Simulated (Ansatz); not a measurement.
# BiS (R-3m) in Ansatz: further runs

The runs below take BiS through single point, with PBE.

Everything below comes from runs of Ansatz 0.2.0. Logs are shortened: lines on timing, memory, paths and dates and some standing lists are left out, and cuts for length are marked.

## (1) The structure

It takes space group R-3m (No. 166, trigonal). The conventional cell has a = 4.219 Å, b = 4.219 Å, c = 10.501 Å, α = 90.00°, β = 90.00°, γ = 120.00°. Bi (site symmetry -3m) is surrounded by 6 S at 3.00 Å. Around S (site symmetry -3m) lie 6 Bi at 3.00 Å.

The cell was built by a generator and needn't be a form met in nature.

## (2) Single point, PBE, 25.36 Å³/atom (volume scaled by 0.94)

Contents of input.yaml:

```yaml
crystal:
  lattice:
    - [2.0662124438, 1.1929283061, 3.4290289091]
    - [-2.0662124438, 1.1929283061, 3.4290289091]
    - [0.0, -2.385856622, 3.4290289091]
  atoms:
    - { symbol: Bi, position: [0.0, 0.0, 0.0] }
    - { symbol: S, position: [0.5, 0.5, 0.5] }
kpoints:
  mp_grid: { grid: [8, 8, 8] }
scf:
  occupations: { method: fermi_dirac, width: 0.05 }
hamiltonian:
  xc: pbe
  pseudopotentials: { kind: all_electron, lapw: { basis_error: 0.0005 } }
output:
  forces: true
  stress: true
  eigenvalues: true
```

Potentials or basis: all-electron LAPW, scalar-relativistic.

On the command line:

```bash
$ ansatz run input.yaml --threads 1 --pin off --max-ram 3072MiB --backend cpu --events-out ev --progress --plain --runs-dir out
```

The log of the run:

```text
Warning: RAYON_NUM_THREADS=1 ignored (pool sized by the plan → 1); use --threads N
LAPW: plane waves up to 7.149 Å⁻¹, error target 5.0e-4 eV per atom; small_component_spin mean_spin; S in spheres of 1.299 Å, 14 of its electrons in bands, Dirac shells []; Bi in spheres of 1.639 Å, 37 of its electrons in bands, Dirac shells [] (how accurate: hamiltonian.pseudopotentials.lapw.basis_error, Limitations)
Engine: ansatz 0.2.0, aarch64-unknown-linux-gnu
Pseudopotentials: kind: all_electron
Pseudopotential: Bi, LAPW, valence charge 37, lapw/all_electron/scalar/gaussian/Bi, Koelling and Harmon's equation, gaussian nucleus
Pseudopotential: S, LAPW, valence charge 14, lapw/all_electron/scalar/gaussian/S, Koelling and Harmon's equation, gaussian nucleus
Functional definition: PBE
  parameter kappa = 0.804
  parameter beta = 0.06672455060314922
  exchange = pbe_x(kappa = kappa, mu = beta*pi^2/3)
  correlation = pbe_c(beta = beta)
Crystal: 2 atoms, lattice volume = 50.712 Å³
Basis set: ecut = 194.72864206026512 eV, 331 PW (Γ), exchange–correlation at level 2
Bands: 31, of which v1, the nominal top of the filled ones, is band 26 counted from 1 (25 counted from 0)
Symmetry: 12 space group operations
Space group: R-3m (ITA 166), of the structure as read, at distance tolerance 3.7e-5 Å
k-points: 65 of 512
Non-local potential: Bi, projectors of the file, none
Non-local potential: S, projectors of the file, none
Initial density: superposition of atomic densities (chi_scale 0.1, normalization cell, long waves kept (reshape's long-wave potential 0.00 eV rms))
Initial wavefunctions: plane waves of lowest kinetic energy (no species holds an atomic orbital)
Functional: x = pbe(κ = 0.804, μ = 0.2195149727645171), c = pbe(β = 0.06672455060314922)
iter 1 solved again at ethr=1.85e-3 eV; its pass at ethr=1.00e-1 eV (dr2=9.45e-1 eV) is discarded
SCF iter   1: F=—  HF=-596569.116099 eV  |F-HF|=—  |Δ(HF+E_count)|=         —  Δρ=2.88e-2  dr2=9.45e-1  ethr=1.85e-3  ⟨swp⟩=2.0  Hψ=12666  notcnv=0
preconditioner: auto → LDOS  [metal: Δε(μ)=0.032 eV  Ē_g=19.313 eV  σ=0.050 eV  W_gap=0.16  n_scr=14 (ndim 8)  ℏωp=23.9 eV  f_vac=0.050  D(μ)=1.67/eV (n_scr^D=14)  β→1.0]
iter 2 solved again at ethr=3.65e-5 eV; its pass at ethr=1.85e-3 eV (dr2=1.86e-2 eV) is discarded
SCF iter   2: F=—  HF=-596568.768468 eV  |F-HF|=—  |Δ(HF+E_count)|=   3.48e-1  Δρ=5.64e-3  dr2=1.86e-2  ethr=3.65e-5  ⟨swp⟩=2.0  Hψ=10168  notcnv=0
SCF iter   3: F=—  HF=-596568.789192 eV  |F-HF|=—  |Δ(HF+E_count)|=         —  Δρ=1.10e-3  dr2=8.34e-4  ethr=3.64e-5  ⟨swp⟩=2.0  Hψ=6263  notcnv=0
the basis was enlarged: its passes take 61.1 KiB over the memory plan, 1 of 1 planned eigensolver slots
SCF iter   4: F=—  HF=-596568.787852 eV  |F-HF|=—  |Δ(HF+E_count)|=   1.34e-3  Δρ=4.04e-4  dr2=5.86e-5  ethr=1.63e-6  ⟨swp⟩=2.5  Hψ=6024  notcnv=0
SCF iter   5: F=—  HF=-596568.787248 eV  |F-HF|=—  |Δ(HF+E_count)|=   6.04e-4  Δρ=1.69e-4  dr2=1.28e-5  ethr=1.15e-7  ⟨swp⟩=3.0  Hψ=6231  notcnv=0
SCF iter   6: F=—  HF=-596568.787247 eV  |F-HF|=—  |Δ(HF+E_count)|=   1.00e-6  Δρ=4.30e-5  dr2=1.07e-6  ethr=2.50e-8  ⟨swp⟩=3.0  Hψ=6212  notcnv=0
SCF iter   7: F=-596568.787248 eV  HF=-596568.787248 eV  |F-HF|=4.67e-8  |Δ(HF+E_count)|=   8.90e-7  Δρ=9.10e-6  dr2=5.47e-8  ethr=2.11e-9  ⟨swp⟩=3.0  Hψ=6266  notcnv=0
SCF 1 converged in 7 iterations: F = -596568.787248 eV  dr2 = 5.47e-8
SCF converged after 7 iterations
Free energy (F): -596568.787248 eV
Harris-Foulkes:  -596568.787248 eV  (|F-HF|=4.67e-8)
Internal energy: -596568.773627 eV  (E = F + TS)
E sigma→0 (E₀):  -596568.780437 eV
Entropy (-TS):   -0.013621 eV (-6.810 meV/atom)
Fermi energy:    13.152093 eV
--- Per-component energies (eV) ---
  E_band       = -3908.789253
  E_kinetic    = 688947.057071
  E_xc         = -11503.123451
  E_electrostatic = -1274012.707247  (all electrons and nuclei)
  E_smearing   = -0.013621  (= −TS)
  E_closure    = 0.000000  (closes the sum)
  E_atoms      = -596560.689343  (free atoms, spherical and without spin; not in F)
  Σ components = -596568.787248   (vs F -596568.787248, Δ=0.00e0)
  Basis errors (estimates in eV, not in F): energy 1.7e-4 per atom: plane waves 1.6e-4 (8.6e-5 summed), levels above the bands 6.7e-67, relativity 1.2e-8, radial functions 1.6e-5, core shells 3.9e-9; eigenvalues (radial functions only) 4.6e-6; not estimated: angular momenta, meshes, grids; target (lapw.basis_error) 5.0e-4; muffin-tin radii S 1.299 Å, Bi 1.639 Å
--- Forces (eV/Å), atoms counted from 1 ---
  atom   1  Bi     0.00000000     0.00000000    -0.00000000
  atom   2  S      0.00000000     0.00000000    -0.00000000
  max |Σ_I F_I| component: 7.56e-31 eV/Å
--- Stress (GPa, compression-positive) ---
        2.333958       0.000000      -0.000000
        0.000000       2.333958      -0.000000
       -0.000000      -0.000000       3.150320
  P = ⅓ Tr σ = 2.6061 GPa (26.061 kbar)
--- Band table (eV; the first three rows and the last of 65) ---
  k-point 0: bands = ["-193.3772", "-140.8108", "-138.1625", "-138.1594", "-138.1594", "-135.9391", "-135.9369", "-135.9369", "-135.9366", "-135.9350", "-135.9350", "-135.9349", "-79.0704", "-79.0696", "-79.0696", "-10.4500", "-10.4478", "-10.4478", "-10.4405", "-10.4405", "-2.1944", "4.4635", "9.5658", "9.6988", "9.6988", "16.0099", "16.0099", "16.0333", "18.2748", "18.4867", "18.4867"]
  k-point 1: bands = ["-193.3772", "-140.8108", "-138.1625", "-138.1594", "-138.1594", "-135.9391", "-135.9369", "-135.9369", "-135.9366", "-135.9350", "-135.9350", "-135.9349", "-79.0704", "-79.0697", "-79.0696", "-10.4483", "-10.4472", "-10.4460", "-10.4407", "-10.4405", "-2.0364", "4.0654", "9.6239", "9.7370", "9.9038", "15.0281", "15.3353", "15.3399", "18.3229", "18.6454", "18.8401"]
  k-point 2: bands = ["-193.3772", "-140.8108", "-138.1625", "-138.1594", "-138.1594", "-135.9391", "-135.9369", "-135.9369", "-135.9366", "-135.9350", "-135.9350", "-135.9349", "-79.0704", "-79.0697", "-79.0697", "-10.4498", "-10.4481", "-10.4458", "-10.4354", "-10.4338", "-1.5798", "3.1090", "9.7653", "9.8542", "10.3579", "13.5409", "14.1589", "14.1814", "18.5319", "19.5294", "19.7399"]
  k-point 64: bands = ["-193.3772", "-140.8108", "-138.1625", "-138.1594", "-138.1594", "-135.9391", "-135.9369", "-135.9369", "-135.9366", "-135.9350", "-135.9350", "-135.9349", "-79.0705", "-79.0697", "-79.0697", "-10.4537", "-10.4537", "-10.4448", "-10.4244", "-10.4244", "-0.4690", "1.3117", "10.1538", "10.1538", "11.3760", "11.7927", "12.9815", "12.9815", "20.4645", "21.9270", "21.9270"]
```

Wall time 19 s (1 thread of Arm Neoverse V1, shared host); peak memory 0.39 GiB.

What came out:

- Free energy: -596568.7872 eV
- Pressure: 2.6 GPa
- Band gap on the k mesh: none (metal or under the smearing width)

Caveat: spin-orbit coupling is left out, which moves the levels of the heavy elements.

## (3) Single point, PBE, 25.90 Å³/atom (volume scaled by 0.96)

input.yaml: that of step 2 with these lines changed.

```diff
@@ -2,5 +2,5 @@
   lattice:
-    - [2.0662124438, 1.1929283061, 3.4290289091]
-    - [-2.0662124438, 1.1929283061, 3.4290289091]
-    - [0.0, -2.385856622, 3.4290289091]
+    - [2.0807637151, 1.2013294865, 3.4531777957]
+    - [-2.0807637151, 1.2013294865, 3.4531777957]
+    - [0.0, -2.4026589828, 3.4531777957]
   atoms:
```

Potentials or basis: all-electron LAPW, scalar-relativistic.

On the command line:

```bash
$ ansatz run input.yaml --threads 1 --pin off --max-ram 3072MiB --backend cpu --events-out ev --progress --plain --runs-dir out
```

It took 18 s on 1 thread of Arm Neoverse V1, shared host; peak memory 0.39 GiB.

The run converged. Its results:

```
Free energy            : -596568.7998 eV
Pressure               : 1.2 GPa
Band gap on the k mesh : none (metal or under the smearing width)
```

Caveat: spin-orbit coupling is left out, which moves the levels of the heavy elements.

## (4) Single point, PBE, 26.44 Å³/atom (volume scaled by 0.98)

input.yaml: that of step 3 with these lines changed.

```diff
@@ -2,5 +2,5 @@
   lattice:
-    - [2.0807637151, 1.2013294865, 3.4531777957]
-    - [-2.0807637151, 1.2013294865, 3.4531777957]
-    - [0.0, -2.4026589828, 3.4531777957]
+    - [2.0951142631, 1.2096147792, 3.4769935676]
+    - [-2.0951142631, 1.2096147792, 3.4769935676]
+    - [0.0, -2.4192295684, 3.4769935676]
   atoms:
```

On the command line:

```bash
$ ansatz run input.yaml --threads 1 --pin off --max-ram 3072MiB --backend cpu --events-out ev --progress --plain --runs-dir out
```

It took 18 s on 1 thread of Arm Neoverse V1, shared host; peak memory 0.39 GiB.

It converged, with:

```yaml
Free_energy: -596568.8031 eV
Pressure: -0.2 GPa
Band_gap_on_the_k_mesh: none (metal or under the smearing width)
```

Caveat: spin-orbit coupling is left out, which moves the levels of the heavy elements.

## (5) Single point, PBE, 26.97 Å³/atom

input.yaml: that of step 4 with these lines changed.

```diff
@@ -2,5 +2,5 @@
   lattice:
-    - [2.0951142631, 1.2096147792, 3.4769935676]
-    - [-2.0951142631, 1.2096147792, 3.4769935676]
-    - [0.0, -2.4192295684, 3.4769935676]
+    - [2.10927087, 1.2177881, 3.50048748]
+    - [-2.10927087, 1.2177881, 3.50048748]
+    - [0.0, -2.43557621, 3.50048748]
   atoms:
```

On the command line:

```bash
$ ansatz run input.yaml --threads 1 --pin off --max-ram 3072MiB --backend cpu --events-out ev --progress --plain --runs-dir out
```

Wall time 18 s (1 thread of Arm Neoverse V1, shared host); peak memory 0.39 GiB.

Results (log left out):

```yaml
Free_energy: -596568.7980 eV
Pressure: -1.3 GPa
Band_gap_on_the_k_mesh: none (metal or under the smearing width)
```

Caveat: spin-orbit coupling is left out, which moves the levels of the heavy elements.

## (6) Single point, PBE, 27.51 Å³/atom (volume scaled by 1.02)

input.yaml: that of step 5 with these lines changed.

```diff
@@ -2,5 +2,5 @@
   lattice:
-    - [2.10927087, 1.2177881, 3.50048748]
-    - [-2.10927087, 1.2177881, 3.50048748]
-    - [0.0, -2.43557621, 3.50048748]
+    - [2.1232399584, 1.2258531569, 3.5236701919]
+    - [-2.1232399584, 1.2258531569, 3.5236701919]
+    - [0.0, -2.4517063239, 3.5236701919]
   atoms:
```

Potentials or basis: all-electron LAPW, scalar-relativistic.

On the command line:

```bash
$ ansatz run input.yaml --threads 1 --pin off --max-ram 3072MiB --backend cpu --events-out ev --progress --plain --runs-dir out
```

Wall time 18 s (1 thread of Arm Neoverse V1, shared host); peak memory 0.39 GiB.

Results (log left out):

```
Free energy            : -596568.7856 eV
Pressure               : -2.4 GPa
Band gap on the k mesh : none (metal or under the smearing width)
```

Caveat: spin-orbit coupling is left out, which moves the levels of the heavy elements.

## (7) Single point, PBE, 28.05 Å³/atom (volume scaled by 1.04)

input.yaml: that of step 6 with these lines changed.

```diff
@@ -2,5 +2,5 @@
   lattice:
-    - [2.1232399584, 1.2258531569, 3.5236701919]
-    - [-2.1232399584, 1.2258531569, 3.5236701919]
-    - [0.0, -2.4517063239, 3.5236701919]
+    - [2.1370276171, 1.2338134654, 3.5465518083]
+    - [-2.1370276171, 1.2338134654, 3.5465518083]
+    - [0.0, -2.4676269409, 3.5465518083]
   atoms:
```

On the command line:

```bash
$ ansatz run input.yaml --threads 1 --pin off --max-ram 3072MiB --backend cpu --events-out ev --progress --plain --runs-dir out
```

Run time: 20 s. Hardware: 1 thread of Arm Neoverse V1, shared host; peak memory 0.39 GiB.

It converged, with:

| Quantity | Value |
| --- | --- |
| Free energy | -596568.7664 eV |
| Pressure | -3.3 GPa |
| Band gap on the k mesh | none (metal or under the smearing width) |

Caveat: spin-orbit coupling is left out, which moves the levels of the heavy elements.

## (8) Single point, PBE, 28.59 Å³/atom (volume scaled by 1.06)

input.yaml: that of step 7 with these lines changed.

```diff
@@ -2,5 +2,5 @@
   lattice:
-    - [2.1370276171, 1.2338134654, 3.5465518083]
-    - [-2.1370276171, 1.2338134654, 3.5465518083]
-    - [0.0, -2.4676269409, 3.5465518083]
+    - [2.150639625, 1.2416723618, 3.5691419193]
+    - [-2.150639625, 1.2416723618, 3.5691419193]
+    - [0.0, -2.4833447337, 3.5691419193]
   atoms:
```

On the command line:

```bash
$ ansatz run input.yaml --threads 1 --pin off --max-ram 3072MiB --backend cpu --events-out ev --progress --plain --runs-dir out
```

Run time: 19 s. Hardware: 1 thread of Arm Neoverse V1, shared host; peak memory 0.39 GiB.

The run converged. Its results:

```
Free energy            : -596568.7413 eV
Pressure               : -4.1 GPa
Band gap on the k mesh : none (metal or under the smearing width)
```

Caveat: spin-orbit coupling is left out, which moves the levels of the heavy elements.
